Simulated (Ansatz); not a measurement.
# HfOF (quartet): geometry optimisation

Where does this start of HfOF (quartet) end when it is relaxed?

Computed with Ansatz 0.2.0, Gaussian basis. Level: UKS PBE0/def2-TZVP.

### 1 The system as given

3 atoms, charge 0, spin multiplicity 4.

Atoms are counted from 1 here; the program's logs count them from 0.

Bond lengths: Hf1–O2 1.826 Å, Hf1–F3 1.837 Å. Angles: O2–Hf1–F3 168.5°.

The start was built by rule and, where that kept it together, relaxed with GFN2-xTB. Sticks and bond lists go by distance. No spin-orbit coupling is included. Elements past krypton take def2 core potentials.

### 2 The run

in.yaml

```yaml
crystal:
  periodic: [false, false, false]
  atoms:
    - {symbol: Hf, position_ang: [0.003695, 0.005811, -0.122698]}
    - {symbol: O, position_ang: [-0.014380, 1.819144, 0.088889]}
    - {symbol: F, position_ang: [0.010685, -1.824955, 0.033808]}
basis:
  gaussian: {orbitals: def2-TZVP}
magnetization: {spin_polarized: true, initial_magnetization: 3}
hamiltonian: {xc: pbe0}
relax: {f_tol: 0.004, max_steps: 80}
```

Run with:

```
$ ansatz run in.yaml --threads 1 --pin off --events-out ev --progress --plain --max-ram 2176MiB
```

Before running it: what results should come out? Wanted: energy gained; shift from the start; total energy; dipole moment; ⟨S²⟩.

As calculated:

| quantity | value |
| --- | --- |
| steps | 9 |
| energy gained | 0.499 eV |
| shift from the start (rms) | 0.264 Å |
| total energy | -6066.3222 eV |
| dipole moment | 1.27 D |
| ⟨S²⟩ | 3.753 |

What this shows: The bonds of the start are those of the end. Hf1–O2 went from 1.826 to 2.004 Å. No vibrations were run, so this is a stationary point, not a proven minimum, and this spin need not be the ground state's.
